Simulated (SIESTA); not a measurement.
HPbNO4, 7 atoms in the cell. The typed cell holds 7 atoms: a = 3.829 Å, b = 4.339 Å, c = 6.027 Å, α = 81.13°, β = 82.21°, γ = 86.85°. The cell was built by a generator and needn't be a form met in nature. The cell isn't the ideal one: relaxed by the run before.

* Program: SIESTA 5.4.2
* Task: density of states
* Functional: PBE
* Potentials or basis: PseudoDojo 0.4 standard (PBE files)
* Basis: DZP (energy shift 0.003 Ry; two zetas on semicore shells)
* Grid cutoff: 800 Ry
* Energy shift: 0.003 Ry
* k mesh: 7 × 6 × 5
* Occupations: fermi-dirac, width 0.05 eV
* Spin: no spin polarisation
* broadening (eV): 0.1 eV
* window from (eV): -25 eV
* window to (eV): 5 eV
* energy points: 301
* MPI ranks: 4
* k mesh for the DOS: 11 × 9 × 8

Potentials or basis: PseudoDojo 0.4 standard (PBE files), DZP (energy shift 0.003 Ry; two zetas on semicore shells).

Command:

```console
$ mpirun -n 4 siesta HPbNO4.fdf > HPbNO4.out 2>&1
```

Hardware: 4 MPI ranks on Arm Neoverse N1, with other jobs on the host.

Problem. How long does it take, and how much memory?

Solution. Wall time 60 s on 4 MPI ranks on Arm Neoverse N1, with other jobs on the host, peak memory 0.34 GiB a rank. Counts: scf iterations 13, k points 108, bands 93.
